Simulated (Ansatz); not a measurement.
# PbF2 (Fluorocronite): the cost of one run

Program: Ansatz 0.2.0. Level of theory: reference: DFT, HSE06, plane waves, PAW. These are calculated values, not measurements.

The COD entry's cell or inner coordinates are ideal or old and differ from later refinements, so a difference from it is no clean test against experiment.

3 further runs of the same task are left out: 3 that didn't finish.

## (1) The starting structure

Symmetry: Fm-3m, No. 225, cubic system. Conventional cell: a = 5.892 Å, b = 5.892 Å, c = 5.892 Å, α = 90.00°, β = 90.00°, γ = 90.00°. Around Pb (site symmetry m-3m) lie 8 F at 2.55 Å. F (site symmetry -43m) is surrounded by 4 Pb at 2.55 Å.

As a file:

```xyz
3
Lattice="0.0000 2.9458 2.9458 2.9458 0.0000 2.9458 2.9458 2.9458 0.0000" Properties=species:S:1:pos:R:3 pbc="T T T"
Pb    0.0000    0.0000    0.0000
F     1.4729    1.4729    1.4729
F     4.4187    4.4187    4.4187
```

## (2) The reference run

input.yaml

```yaml
crystal:
  lattice:
    - [0.0, 2.9458082816, 2.9458082816]
    - [2.9458082816, 0.0, 2.9458082816]
    - [2.9458082816, 2.9458082816, 0.0]
  atoms:
    - { symbol: Pb, position: [0.0, 0.0, 0.0] }
    - { symbol: F, position: [0.25, 0.25, 0.25] }
    - { symbol: F, position: [0.75, 0.75, 0.75] }
kpoints:
  mp_grid: { grid: [4, 4, 4] }
hamiltonian:
  xc: hse06
scf:
  occupations: { method: fixed }
  n_extra_bands: 4
output:
  forces: true
  stress: true
  eigenvalues: true
```

Run with:

```console
ansatz run input.yaml --threads 4 --pin off --max-ram 3686MiB --backend cpu --events-out ev --progress --plain --runs-dir out
```

What time and memory should one allow on 4 threads of an x86-64 CPU, shared host?

About 7.4 s, with a peak of 0.79 GiB.
